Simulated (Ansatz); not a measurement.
# Hf2Pd2Se2Br2O3 (P-1) in Ansatz: reference runs

Reference runs on Hf2Pd2Se2Br2O3: the cell as given and a disturbed copy.

Program: Ansatz 0.2.0. These are calculated values, not measurements. Logs are shortened: lines on timing, memory, paths and dates and some standing lists are left out, and cuts for length are marked.

**1. The crystal as given**

The typed cell holds 11 atoms: a = 5.607 Å, b = 5.574 Å, c = 8.642 Å, α = 75.02°, β = 81.24°, γ = 74.12°.

The cell was built by a generator and needn't be a form met in nature.

**2. Single point, PBE**

Contents of input.yaml:

```yaml
crystal:
  lattice:
    - [5.60663, -0.09346, -0.01409]
    - [1.61393, 5.33512, 0.00251]
    - [1.36916, 1.91529, 8.31543]
  atoms:
    - { symbol: Hf, position: [0.23317, 0.65161, 0.02284] }
    - { symbol: Hf, position: [0.76683, 0.34839, 0.97716] }
    - { symbol: Pd, position: [0.0, 0.5, 0.5] }
    - { symbol: Pd, position: [0.0, 0.0, 0.5] }
    - { symbol: Se, position: [0.02419, 0.33917, 0.25331] }
    - { symbol: Se, position: [0.97581, 0.66083, 0.74669] }
    - { symbol: Br, position: [0.5, 0.5, 0.5] }
    - { symbol: Br, position: [0.5, 0.0, 0.5] }
    - { symbol: O, position: [0.44792, 0.35724, 0.92101] }
    - { symbol: O, position: [0.55208, 0.64276, 0.07899] }
    - { symbol: O, position: [0.0, 0.0, 0.0] }
hamiltonian:
  xc: pbe
  pseudopotentials: { kind: paw }
kpoints:
  mp_grid: { grid: [5, 5, 4] }
scf:
  occupations: { method: fermi_dirac, width: 0.05 }
output:
  forces: true
  stress: true
  eigenvalues: true
```

Potentials or basis: Ansatz PAW.

Started as:

```sh
$ ansatz run input.yaml --threads 8 --pin off --max-ram 20480MiB --backend cpu --events-out ev --progress --plain --runs-dir out
```

The program printed:

```text
Warning: RAYON_NUM_THREADS=8 ignored (pool sized by the plan → 8); use --threads N
Engine: ansatz 0.2.0, x86_64-unknown-linux-gnu
Pseudopotentials: kind: paw
Pseudopotential: Hf, paw, valence charge 26, recommended cutoff 420 eV (normal), Hf.paw.azcp
Pseudopotential: Pd, paw, valence charge 18, recommended cutoff 420 eV (normal), Pd.paw.azcp
Pseudopotential: Se, paw, valence charge 16, recommended cutoff 420 eV (normal), Se.paw.azcp
Pseudopotential: Br, paw, valence charge 7, recommended cutoff 420 eV (normal), Br.paw.azcp
Pseudopotential: O, paw, valence charge 6, recommended cutoff 420 eV (normal), O.paw.azcp
Functional definition: PBE
  parameter kappa = 0.804
  parameter beta = 0.06672455060314922
  exchange = pbe_x(kappa = kappa, mu = beta*pi^2/3)
  correlation = pbe_c(beta = beta)
Crystal: 11 atoms, lattice volume = 250.018 Å³
Basis set: ecut = 420 eV, 4885 PW (Γ), exchange–correlation on 80×80×120 points (8 copies of the dense FFT grid, shifted against one another)
Bands: 92, of which v1, the nominal top of the filled ones, is band 76 counted from 1 (75 counted from 0)
Symmetry: 2 space group operations
Space group: P-1 (ITA 2), of the structure as read, at distance tolerance 6.3e-5 Å
k-points: 51 of 100
Non-local potential: Hf, projectors of the file, l = 0: 3, l = 1: 2, l = 2: 2, l = 3: 3
Non-local potential: Pd, projectors of the file, l = 0: 2, l = 1: 2, l = 2: 2, l = 3: 1
Non-local potential: Se, projectors of the file, l = 0: 2, l = 1: 2, l = 2: 3, l = 3: 1
Non-local potential: Br, projectors of the file, l = 0: 2, l = 1: 2, l = 2: 2
Non-local potential: O, projectors of the file, l = 0: 2, l = 1: 2, l = 2: 1
PAW form: soft (Blöchl's): semilocal exchange-correlation on the pseudo side does not see the compensation charge
PAW one-centre angular grid: Hf, 590 points (default); XC on 64 Gauss nodes
PAW one-centre angular grid: Pd, 590 points (default); XC on 64 Gauss nodes
PAW one-centre angular grid: Se, 590 points (default); XC on 64 Gauss nodes
PAW one-centre angular grid: Br, 110 points (default); XC on 64 Gauss nodes
PAW one-centre angular grid: O, 110 points (default); XC on 64 Gauss nodes
Initial density: superposition of atomic densities (neutral atoms: chi_scale 0, normalization atom), corrected by the library's trained network
Initial wavefunctions: pseudopotential atomic-orbital guess
Functional: x = pbe(κ = 0.804, μ = 0.2195149727645171), c = pbe(β = 0.06672455060314922)
SCF iter   1: F=—  HF=-63601.282892 eV  |F-HF|=—  |Δ(HF+E_count)|=         —  Δρ=7.22e-3  dr2=8.00e-2  ethr=1.77e-3  ⟨swp⟩=6.0  Hψ=16679  notcnv=0  defer=99
preconditioner: auto → LDOS  [metal: Δε(μ)=0.095 eV  Ē_g=11.233 eV  σ=0.050 eV  W_gap=0.39  n_scr=68 (ndim 8)  ℏωp=23.5 eV  f_vac=0.187  D(μ)=2.14/eV (n_scr^D=6)  β→1.0]
SCF iter   2: F=—  HF=-63601.275509 eV  |F-HF|=—  |Δ(HF+E_count)|=   7.38e-3  Δρ=3.67e-3  dr2=3.26e-2  ethr=5.27e-5  ⟨swp⟩=2.1  Hψ=9528  notcnv=0  defer=372
SCF iter   3: F=—  HF=-63601.268514 eV  |F-HF|=—  |Δ(HF+E_count)|=   7.00e-3  Δρ=1.80e-3  dr2=7.74e-3  ethr=2.14e-5  ⟨swp⟩=2.0  Hψ=7314  notcnv=0  defer=372
SCF iter   4: F=—  HF=-63601.267009 eV  |F-HF|=—  |Δ(HF+E_count)|=   1.50e-3  Δρ=3.92e-4  dr2=4.37e-4  ethr=5.09e-6  ⟨swp⟩=2.0  Hψ=6907  notcnv=0  defer=372
SCF iter   5: F=—  HF=-63601.266952 eV  |F-HF|=—  |Δ(HF+E_count)|=   5.73e-5  Δρ=8.24e-5  dr2=1.37e-5  ethr=2.88e-7  ⟨swp⟩=2.0  Hψ=6799  notcnv=0  defer=372
SCF iter   6: F=—  HF=-63601.266954 eV  |F-HF|=—  |Δ(HF+E_count)|=   1.70e-6  Δρ=3.14e-5  dr2=2.02e-6  ethr=9.03e-9  ⟨swp⟩=2.1  Hψ=8206  notcnv=0  defer=372
SCF iter   7: F=—  HF=-63601.266955 eV  |F-HF|=—  |Δ(HF+E_count)|=   9.73e-7  Δρ=1.53e-5  dr2=4.85e-7  ethr=1.33e-9  ⟨swp⟩=2.4  Hψ=8193  notcnv=0  defer=372
SCF iter   8: F=-63601.266955 eV  HF=-63601.266955 eV  |F-HF|=1.75e-8  |Δ(HF+E_count)|=   1.74e-7  Δρ=6.30e-6  dr2=6.94e-8  ethr=6.58e-11  ⟨swp⟩=9.4  Hψ=22320  notcnv=0
SCF 1 converged in 8 iterations: F = -63601.266955 eV  dr2 = 6.94e-8
SCF converged after 8 iterations
Free energy (F): -63601.266955 eV
Harris-Foulkes:  -63601.266955 eV  (|F-HF|=1.75e-8)
Internal energy: -63601.244250 eV  (E = F + TS)
E sigma→0 (E₀):  -63601.255602 eV
Entropy (-TS):   -0.022705 eV (-2.064 meV/atom)
Fermi energy:    7.739613 eV
--- Per-component energies (eV) ---
  E_band       = -2003.270688
  E_kinetic    = 2892.013983
  E_local      = -29995.305133  (includes V_loc(G=0)·N_el)
  E_nonlocal   = -2955.213166
  E_hartree    = 13596.539052
  E_xc         = -1887.861386
  E_vxc        = -1630.621181  (∫ρ·V_xc dr)
  E_paw        = -30148.338177  (= ΣΔE_a)
  E_vpaw       = 2492.763406  (= ΣTr[D̂ρ^β])
  E_aug_tail   = 0.006581  (compensation charges beyond the density's cutoff)
  E_ewald      = -15103.086003
  E_smearing   = -0.022705  (= −TS)
  E_closure    = 0.000000  (closes the sum)
  Σ components = -63601.266955   (vs F -63601.266955, Δ=0.00e0)
--- Forces (eV/Å), atoms counted from 1 ---
  atom   1  Hf    -0.03487019    -0.01020223     0.00064267
  atom   2  Hf     0.03487019     0.01020223    -0.00064267
  atom   3  Pd     0.00000000     0.00000000     0.00000000
  atom   4  Pd     0.00000000     0.00000000     0.00000000
  atom   5  Se     0.01749574    -0.01050997    -0.02424789
  atom   6  Se    -0.01749574     0.01050997     0.02424789
  atom   7  Br     0.00000000     0.00000000     0.00000000
  atom   8  Br     0.00000000     0.00000000     0.00000000
  atom   9  O      0.00669468    -0.01012343    -0.01756022
  atom  10  O     -0.00669468     0.01012343     0.01756022
  atom  11  O      0.00000000     0.00000000     0.00000000
  max |Σ_I F_I| component: 0.00e0 eV/Å
--- Stress (GPa, compression-positive) ---
        0.661807      -0.267825       0.026516
       -0.267827      -0.970498      -0.043320
        0.026517      -0.043320       0.060650
  P = ⅓ Tr σ = -0.0827 GPa (-0.827 kbar)
--- Band table (eV; the first three rows and the last of 51) ---
  k-point 0: bands = ["-76.0394", "-76.0143", "-53.9441", "-53.9196", "-42.0913", "-42.0036", "-41.7208", "-41.7022", "-41.6461", "-41.5323", "-39.4651", "-39.4608", "-39.4599", "-39.4587", "-39.3902", "-39.3899", "-39.3768", "-39.3767", "-39.3578", "-39.3565", "-23.0731", "-22.8258", "-22.7880", "-22.7546", "-22.6924", "-22.4140", "-9.8382", "-9.3026", "-8.6620", "-8.3690", "-6.5671", "-4.9214", "-4.6123", "-3.8997", "-3.8978", "-3.8833", "-3.8821", "-3.8447", "-3.8226", "-3.8061", "-3.8021", "-3.8017", "-3.7875", "-3.7443", "-3.7315", "-3.7226", "-3.6973", "1.7186", "2.4676", "2.9705", "3.3089", "3.8014", "3.9438", "3.9917", "4.0653", "4.1555", "4.3608", "4.3926", "4.4248", "4.6746", "4.8142", "4.9542", "5.2696", "5.4011", "5.4592", "5.6440", "5.7921", "5.9089", "6.1164", "6.2914", "6.4141", "6.4615", "6.6200", "6.7875", "7.3098", "7.3129", "8.1883", "8.9359", "9.8113", "10.0444", "11.0903", "11.5423", "11.6439", "12.0939", "12.3610", "12.6774", "12.9689", "13.3562", "13.7792", "13.8804", "14.2384", "14.8914"]
  k-point 1: bands = ["-76.0394", "-76.0143", "-53.9441", "-53.9196", "-42.0913", "-42.0036", "-41.7208", "-41.7022", "-41.6461", "-41.5323", "-39.4650", "-39.4608", "-39.4599", "-39.4587", "-39.3901", "-39.3899", "-39.3768", "-39.3767", "-39.3578", "-39.3565", "-23.0731", "-22.8258", "-22.7880", "-22.7546", "-22.6924", "-22.4140", "-9.8376", "-9.3033", "-8.6611", "-8.3700", "-6.5671", "-4.9036", "-4.6344", "-3.8997", "-3.8977", "-3.8859", "-3.8790", "-3.8449", "-3.8225", "-3.8062", "-3.8037", "-3.8017", "-3.7865", "-3.7443", "-3.7308", "-3.7226", "-3.6972", "1.7176", "2.5559", "3.0073", "3.2668", "3.7308", "3.8849", "3.8944", "4.0852", "4.1615", "4.3587", "4.3953", "4.4593", "4.7402", "4.9479", "4.9700", "5.2379", "5.3639", "5.4811", "5.6782", "5.7792", "5.9080", "6.0446", "6.1936", "6.3220", "6.5632", "6.6230", "6.7923", "7.1830", "7.3265", "8.2292", "8.9360", "9.9101", "10.3214", "11.1340", "11.4913", "11.6230", "11.9471", "12.3910", "12.7634", "12.9096", "13.4128", "13.6639", "13.8871", "14.1039", "14.4878"]
  k-point 2: bands = ["-76.0394", "-76.0143", "-53.9441", "-53.9196", "-42.0913", "-42.0036", "-41.7208", "-41.7022", "-41.6461", "-41.5323", "-39.4650", "-39.4608", "-39.4598", "-39.4587", "-39.3901", "-39.3899", "-39.3768", "-39.3766", "-39.3578", "-39.3565", "-23.0731", "-22.8258", "-22.7880", "-22.7546", "-22.6924", "-22.4140", "-9.8369", "-9.3040", "-8.6601", "-8.3709", "-6.5671", "-4.8824", "-4.6598", "-3.8997", "-3.8977", "-3.8870", "-3.8773", "-3.8452", "-3.8224", "-3.8063", "-3.8050", "-3.8017", "-3.7857", "-3.7444", "-3.7301", "-3.7225", "-3.6972", "1.7167", "2.6588", "3.0594", "3.2132", "3.6771", "3.7597", "3.8668", "4.0975", "4.1751", "4.3044", "4.4055", "4.4773", "4.8465", "4.9322", "5.1405", "5.2517", "5.3523", "5.5090", "5.6023", "5.7214", "5.9095", "6.0547", "6.0578", "6.3224", "6.5981", "6.6256", "6.7964", "7.0958", "7.3004", "8.2630", "8.9359", "9.8985", "10.9619", "11.0416", "11.4618", "11.5901", "11.7547", "12.6707", "12.6926", "12.8697", "13.0650", "13.2193", "13.9446", "14.4214", "14.4279"]
  k-point 50: bands = ["-76.0385", "-76.0152", "-53.9421", "-53.9216", "-42.0818", "-42.0103", "-41.7199", "-41.7010", "-41.6382", "-41.5453", "-39.4647", "-39.4614", "-39.4596", "-39.4588", "-39.3901", "-39.3899", "-39.3768", "-39.3767", "-39.3577", "-39.3566", "-23.0278", "-22.8608", "-22.8013", "-22.7517", "-22.6330", "-22.4829", "-9.4698", "-9.3256", "-8.9699", "-8.1764", "-6.7763", "-4.9620", "-4.6220", "-3.8996", "-3.8922", "-3.8852", "-3.8817", "-3.8386", "-3.8311", "-3.8107", "-3.8022", "-3.7988", "-3.7778", "-3.7533", "-3.7382", "-3.7309", "-3.6635", "1.9878", "2.0259", "2.7578", "2.8466", "3.0796", "3.4717", "3.6526", "3.7661", "4.0552", "4.3679", "4.4797", "4.6148", "4.7014", "4.8423", "5.3542", "5.3915", "5.5382", "5.7095", "5.9418", "5.9834", "6.0876", "6.2053", "6.3662", "6.6565", "6.6990", "6.7721", "7.3610", "7.6539", "7.9106", "8.2964", "8.5754", "10.0851", "10.8832", "11.3153", "11.4903", "11.6573", "12.0987", "12.2837", "12.5556", "13.1193", "13.3307", "13.6508", "13.8782", "14.1227", "14.6180"]
```

Run time: 7.6 s. Hardware: 8 threads of Intel Xeon 6975P-C (Granite Rapids), shared host; peak memory 1.7 GiB.

Results:

| Quantity | Value |
| --- | --- |
| Free energy | -63601.2670 eV |
| Pressure | -0.1 GPa |
| Largest force | 0.036 eV/Å |
| Band gap on the k mesh | none (metal or under the smearing width) |

Forces in eV/Å, atoms in the order of the input:
```
Hf  -0.035 -0.010  0.001
Hf   0.035  0.010 -0.001
Pd   0.000  0.000  0.000
Pd   0.000  0.000  0.000
Se   0.017 -0.011 -0.024
Se  -0.017  0.011  0.024
Br   0.000  0.000  0.000
Br   0.000  0.000  0.000
O    0.007 -0.010 -0.018
O   -0.007  0.010  0.018
O    0.000  0.000  0.000
```

Stress tensor (GPa, compression positive):
```
 0.66 -0.27  0.03
-0.27 -0.97 -0.04
 0.03 -0.04  0.06
```

The run has no spin-orbit coupling, so splittings on Hf are missing.

**3. Single point, PBE (atoms moved at random, drawn with an rms of 0.05 Å)**

Contents of input.yaml:

```yaml
crystal:
  lattice:
    - [5.60663, -0.09346, -0.01409]
    - [1.61393, 5.33512, 0.00251]
    - [1.36916, 1.91529, 8.31543]
  atoms:
    - { symbol: Hf, position: [0.229297, 0.656293, 0.018533] }
    - { symbol: Hf, position: [0.763609, 0.344755, 0.97428] }
    - { symbol: Pd, position: [0.002887, 0.492395, 0.497704] }
    - { symbol: Pd, position: [0.000877, -0.002792, 0.501042] }
    - { symbol: Se, position: [0.028889, 0.329523, 0.255206] }
    - { symbol: Se, position: [0.984391, 0.663238, 0.743571] }
    - { symbol: Br, position: [0.497436, 0.498069, 0.501117] }
    - { symbol: Br, position: [0.50758, -0.008033, 0.499023] }
    - { symbol: O, position: [0.441606, 0.360467, 0.92687] }
    - { symbol: O, position: [0.549777, 0.648166, 0.075532] }
    - { symbol: O, position: [-0.003562, 0.006357, -0.000993] }
hamiltonian:
  xc: pbe
  pseudopotentials: { kind: paw }
kpoints:
  mp_grid: { grid: [5, 5, 4] }
scf:
  occupations: { method: fermi_dirac, width: 0.05 }
output:
  forces: true
  stress: true
  eigenvalues: true
```

Potentials or basis: Ansatz PAW.

Started as:

```sh
$ ansatz run input.yaml --threads 8 --pin off --max-ram 20480MiB --backend cpu --events-out ev --progress --plain --runs-dir out
```

It took 11 s on 8 threads of Intel Xeon 6975P-C (Granite Rapids), shared host; peak memory 1.6 GiB.

It converged, with:

```yaml
Free_energy: -63601.1675 eV
Pressure: 0.4 GPa
Largest_force: 1.258 eV/Å
Band_gap_on_the_k_mesh: none (metal or under the smearing width)
```

Forces in eV/Å, atoms in the order of the input:
```
Hf   0.291  0.125  0.739
Hf   0.480  1.141  0.222
Pd   0.065  0.302  0.211
Pd  -0.022 -0.107 -0.126
Se   0.003  0.207 -0.521
Se  -0.305 -0.289  0.341
Br   0.039 -0.157 -0.088
Br   0.034  0.112  0.007
O   -0.507 -0.750 -0.615
O   -0.172 -0.104 -0.154
O    0.094 -0.480 -0.017
```

Stress tensor (GPa, compression positive):
```
 0.63 -0.65  0.30
-0.65  0.43  0.17
 0.30  0.17  0.19
```

Levels at points of the mesh, in eV from the Fermi level:
| k point | band 73 | band 74 | band 75 | band 76 | band 77 | band 78 | band 79 | band 80 |
| --- | --- | --- | --- | --- | --- | --- | --- | --- |
| (0.00, 0.00, 0.00) | -1.16 | -0.98 | -0.44 | -0.35 | 0.46 | 1.18 | 2.03 | 2.16 |
| (0.00, 0.00, -0.50) | -1.15 | -0.97 | -0.61 | -0.43 | 0.54 | 1.18 | 2.03 | 3.14 |

The run has no spin-orbit coupling, so splittings on Hf are missing.
